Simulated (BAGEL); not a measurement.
# PBE0/cc-pVDZ (density fitting with qzvpp-jkfit) run of C3H6Al− (SMILES [AlH3-][CH]1C=C1)

What is the energy change on altering one bond length of C3H6Al− at PBE0/cc-pVDZ (density fitting with qzvpp-jkfit)? 

The calculation is run with BAGEL 1.2.2.

2 further runs of the same task are left out: 2 that didn't finish. Runs told in other sessions of the task aren't counted.

## (1) The system as given

The species is C3H6Al− (10 atoms), meant as a singlet with charge -1. SMILES: `[AlH3-][CH]1C=C1`. Geometry: a GFN2-xTB relaxation, a rough one for these elements and not checked as a minimum.

Bond lengths: Al1–C2 2.038 Å, C2–C3 1.534 Å, C2–C4 1.533 Å, C3–C4 1.291 Å, Al1–H5 1.622 Å, Al1–H6 1.622 Å, Al1–H7 1.623 Å, C2–H8 1.118 Å, C3–H9 1.067 Å, C4–H10 1.067 Å. Some angles: Al1–C2–C3 120.6°, Al1–C2–C4 120.9°, C3–C2–C4 49.8°, C2–C3–C4 65.1°, C2–C4–C3 65.1°, Al1–C2–H8 122.5°, C3–C2–H8 110.9°, C4–C2–H8 110.9°, C2–Al1–H5 109.9°, C2–Al1–H6 110.4°.

## (2) A single-point energy at PBE0/cc-pVDZ (density fitting with qzvpp-jkfit)

File job.json:

```json
{ "bagel": [

{
  "title": "molecule",
  "basis": "cc-pvdz.json",
  "df_basis": "qzvpp-jkfit",
  "angstrom": "true",
  "geometry": [
    { "atom": "Al", "xyz": [      -1.170310,       0.750830,      -0.726950 ] },
    { "atom": "C", "xyz": [      -0.077570,      -0.649730,       0.272410 ] },
    { "atom": "C", "xyz": [       1.441100,      -0.742010,       0.075020 ] },
    { "atom": "C", "xyz": [       1.068550,      -0.236830,       1.203700 ] },
    { "atom": "H", "xyz": [      -1.737190,       0.125090,      -2.111880 ] },
    { "atom": "H", "xyz": [      -2.417120,       1.248100,       0.183010 ] },
    { "atom": "H", "xyz": [      -0.174840,       1.993820,      -1.041410 ] },
    { "atom": "H", "xyz": [      -0.502130,      -1.639080,       0.575290 ] },
    { "atom": "H", "xyz": [       2.233980,      -1.034240,      -0.576290 ] },
    { "atom": "H", "xyz": [       1.335510,       0.184050,       2.147110 ] }
  ]
},

{
  "title": "ks",
  "xc_func": "pbe0",
  "charge": -1
},

{
  "title": "print",
  "file": "orbitals.molden",
  "orbitals": "true"
}

]}
```

The basis set cc-pVDZ is read from a file made from the Basis Set Exchange's data (not shown).

Launch:

```bash
$ BAGEL_NUM_THREADS=1 BAGEL job.json > job.out
```

Log:

```text
* using 1 threads per process

  ===============================================================
  ===============================================================

  *** Geometry ***

  { "atom" : "Al", "xyz" : [     -2.211565,      1.418863,     -1.373736 ] },
  { "atom" : "C", "xyz" : [     -0.146586,     -1.227812,      0.514780 ] },
  { "atom" : "C", "xyz" : [      2.723284,     -1.402196,      0.141767 ] },
  { "atom" : "C", "xyz" : [      2.019267,     -0.447544,      2.274663 ] },
  { "atom" : "H", "xyz" : [     -3.282813,      0.236386,     -3.990875 ] },
  { "atom" : "H", "xyz" : [     -4.567695,      2.358567,      0.345839 ] },
  { "atom" : "H", "xyz" : [     -0.330400,      3.767774,     -1.967980 ] },
  { "atom" : "H", "xyz" : [     -0.948888,     -3.097412,      1.087141 ] },
  { "atom" : "H", "xyz" : [      4.221610,     -1.954430,     -1.089030 ] },
  { "atom" : "H", "xyz" : [      2.523748,      0.347804,      4.057450 ] },

  Number of auxiliary basis functions:      461

  Since a DF basis is specified, we compute 2- and 3-index integrals:
    o Being stored without compression. Storage requirement is 0.030 GB

  Number of basis functions:       90
  Number of electrons      :       37

    * METHOD: MOLECULE                             0.14

  *** Kohn-Sham DFT ***

    * Removing 18181 points whose weight is below 1.00e-10
    * Grid points: 130879

  === Nuclear Repulsion ===
   132.5158094401

       - DIIS with orbital gradients will be used.

  === KS iteration (pbe0 / cc-pvdz.json) ===
      0       -326.68661412          0.11074174           0.27
      1       -313.99299994          0.09244923           0.25
      2       -261.25866970          0.15459319           0.25
      3       -344.32823779          0.09424022           0.26
      4       -347.95603301          0.08581872           0.27
      5       -346.77614362          0.08980001           0.26
      6       -346.29172671          0.09198385           0.25
      7       -308.40490539          0.09412859           0.26
      8       -348.77114328          0.08855269           0.26
      9       -347.24528617          0.09426639           0.27
     10       -348.10514408          0.09278263           0.27
     11       -349.71091719          0.07665599           0.27
     12       -351.31977328          0.08740704           0.27
     13       -308.36735160          0.09609338           0.27
     14       -349.79590569          0.07569792           0.26
     15       -353.35591515          0.08309163           0.26
     16       -351.09442532          0.06972086           0.27
     17       -357.91304673          0.04320688           0.26
     18       -358.22012427          0.03441835           0.27
     19       -349.46669164          0.09859387           0.27
     20       -359.85564123          0.01447156           0.27
     21       -359.95716726          0.00802344           0.27
     22       -359.98383133          0.00493671           0.27
     23       -359.99747036          0.00208675           0.26
     24       -359.99973578          0.00066858           0.27
     25       -359.99997296          0.00012320           0.27
     26       -359.99997970          0.00003586           0.27
     27       -359.99998029          0.00000984           0.27
     28       -359.99998035          0.00000212           0.27
     29       -359.99998035          0.00000042           0.26
     30       -359.99998035          0.00000030           0.26
     31       -359.99998035          0.00000011           0.26
     32       -359.99998035          0.00000003           0.25
     33       -359.99998035          0.00000001           0.26
    * SCF iteration converged.

    * Permanent dipole moment:
           (   -1.910436,     1.234306,    -1.197331) a.u.

    * METHOD: KS                                   9.56

    * METHOD: PRINT                                0.01

  ===============================================================
```

It took 9.9 s on 1 thread of AMD EPYC 9B45 (Zen 5), shared host; peak memory 0.52 GiB.

## (3) The distorted shape

File dft.json:

```json
{ "bagel": [

{
  "title": "molecule",
  "basis": "cc-pvdz.json",
  "df_basis": "qzvpp-jkfit",
  "angstrom": "true",
  "geometry": [
    { "atom": "Al", "xyz": [   -1.468953,    0.377930,   -0.632611 ] },
    { "atom": "C", "xyz": [   -0.376213,   -1.022630,    0.366749 ] },
    { "atom": "C", "xyz": [    1.142457,   -1.114910,    0.169359 ] },
    { "atom": "C", "xyz": [    0.769907,   -0.609730,    1.298039 ] },
    { "atom": "H", "xyz": [   -2.035833,   -0.247810,   -2.017541 ] },
    { "atom": "H", "xyz": [   -2.715763,    0.875200,    0.277349 ] },
    { "atom": "H", "xyz": [   -0.174840,    1.993820,   -1.041410 ] },
    { "atom": "H", "xyz": [   -0.800773,   -2.011980,    0.669629 ] },
    { "atom": "H", "xyz": [    1.935337,   -1.407140,   -0.481951 ] },
    { "atom": "H", "xyz": [    1.036867,   -0.188850,    2.241449 ] }
  ]
},
{ "title": "ks", "xc_func": "pbe0", "charge": -1 },
{ "title": "print", "file": "orbitals.molden", "orbitals": "true" }

]}
```

The basis set cc-pVDZ is read from a file made from the Basis Set Exchange's data (not shown).

Launch:

```bash
$ BAGEL_NUM_THREADS=1 BAGEL dft.json > dft.out
```

Log:

```text
* using 1 threads per process

  ===============================================================
  ===============================================================

  *** Geometry ***

  { "atom" : "Al", "xyz" : [     -2.775919,      0.714184,     -1.195462 ] },
  { "atom" : "C", "xyz" : [     -0.710940,     -1.932491,      0.693055 ] },
  { "atom" : "C", "xyz" : [      2.158931,     -2.106875,      0.320042 ] },
  { "atom" : "C", "xyz" : [      1.454913,     -1.152223,      2.452938 ] },
  { "atom" : "H", "xyz" : [     -3.847167,     -0.468293,     -3.812600 ] },
  { "atom" : "H", "xyz" : [     -5.132048,      1.653888,      0.524114 ] },
  { "atom" : "H", "xyz" : [     -0.330400,      3.767774,     -1.967980 ] },
  { "atom" : "H", "xyz" : [     -1.513242,     -3.802091,      1.265415 ] },
  { "atom" : "H", "xyz" : [      3.657257,     -2.659109,     -0.910755 ] },
  { "atom" : "H", "xyz" : [      1.959395,     -0.356875,      4.235725 ] },

  Number of auxiliary basis functions:      461

  Since a DF basis is specified, we compute 2- and 3-index integrals:
    o Being stored without compression. Storage requirement is 0.030 GB

  Number of basis functions:       90
  Number of electrons      :       37

    * METHOD: MOLECULE                             0.14

  *** Kohn-Sham DFT ***

    * Removing 17891 points whose weight is below 1.00e-10
    * Grid points: 131169

  === Nuclear Repulsion ===
   131.2236181657

       - DIIS with orbital gradients will be used.

  === KS iteration (pbe0 / cc-pvdz.json) ===
      0       -326.76404021          0.11029308           0.28
      1       -314.78036998          0.08570422           0.27
      2       -261.92184673          0.15176397           0.27
      3       -343.33517356          0.09770101           0.26
      4       -346.29179013          0.09359597           0.26
      5       -345.27330158          0.09532500           0.27
      6       -345.17898255          0.09571598           0.27
      7       -308.79020640          0.09126280           0.27
      8       -346.31580879          0.09815923           0.27
      9       -346.32805239          0.09700345           0.27
     10       -346.33760839          0.09655335           0.27
     11       -348.38656715          0.08079633           0.26
     12       -349.29942990          0.08074218           0.26
     13       -308.97907950          0.09473215           0.27
     14       -349.34850875          0.08090540           0.27
     15       -349.09256751          0.08250674           0.27
     16       -349.19894009          0.07819052           0.27
     17       -350.08287031          0.07299308           0.26
     18       -351.28962146          0.08177851           0.27
     19       -309.01504614          0.09863674           0.27
     20       -353.99341581          0.06869360           0.26
     21       -350.86753842          0.07216935           0.26
     22       -352.26360742          0.06277887           0.27
     23       -359.73785134          0.02022123           0.27
     24       -359.88904757          0.01148983           0.27
     25       -359.95908091          0.00525608           0.27
     26       -359.97027006          0.00409275           0.27
     27       -359.97782908          0.00140305           0.26
     28       -359.97883776          0.00025629           0.27
     29       -359.97887862          0.00002643           0.27
     30       -359.97887945          0.00000862           0.27
     31       -359.97887953          0.00000302           0.27
     32       -359.97887953          0.00000112           0.26
     33       -359.97887953          0.00000044           0.26
     34       -359.97887953          0.00000034           0.27
     35       -359.97887953          0.00000006           0.27
     36       -359.97887953          0.00000002           0.27
     37       -359.97887953          0.00000001           0.26
    * SCF iteration converged.

    * Permanent dipole moment:
           (   -1.598132,     1.717907,    -1.341860) a.u.

    * METHOD: KS                                  10.75

    * METHOD: PRINT                                0.01

  ===============================================================
```

Run time: 11 s. Hardware: 1 thread of AMD EPYC 9B45 (Zen 5), shared host; peak memory 0.52 GiB.

## (4) Summary of results

At PBE0/cc-pVDZ (density fitting with qzvpp-jkfit):

| quantity | value |
| --- | --- |
| first shape: total energy | -359.99998 Eh |
| first shape: HOMO energy | -1.14 eV |
| first shape: LUMO energy | 4.59 eV |
| first shape: HOMO–LUMO gap (to an unbound level, set by the basis) | 5.73 eV |
| distorted shape: total energy | -359.97888 Eh |
| distorted shape: HOMO energy | -1.38 eV |
| distorted shape: LUMO energy | 4.48 eV |
| distorted shape: HOMO–LUMO gap (to an unbound level, set by the basis) | 5.85 eV |
| energy change with the Al1–H7 bond stretched from 1.623 to 2.110 Å | 0.574 eV |

With the Al1–H7 bond stretched from 1.623 to 2.110 Å the energy rises by 0.57 eV (13.2 kcal/mol). The first shape isn't relaxed at this level, so the change isn't measured from a minimum.
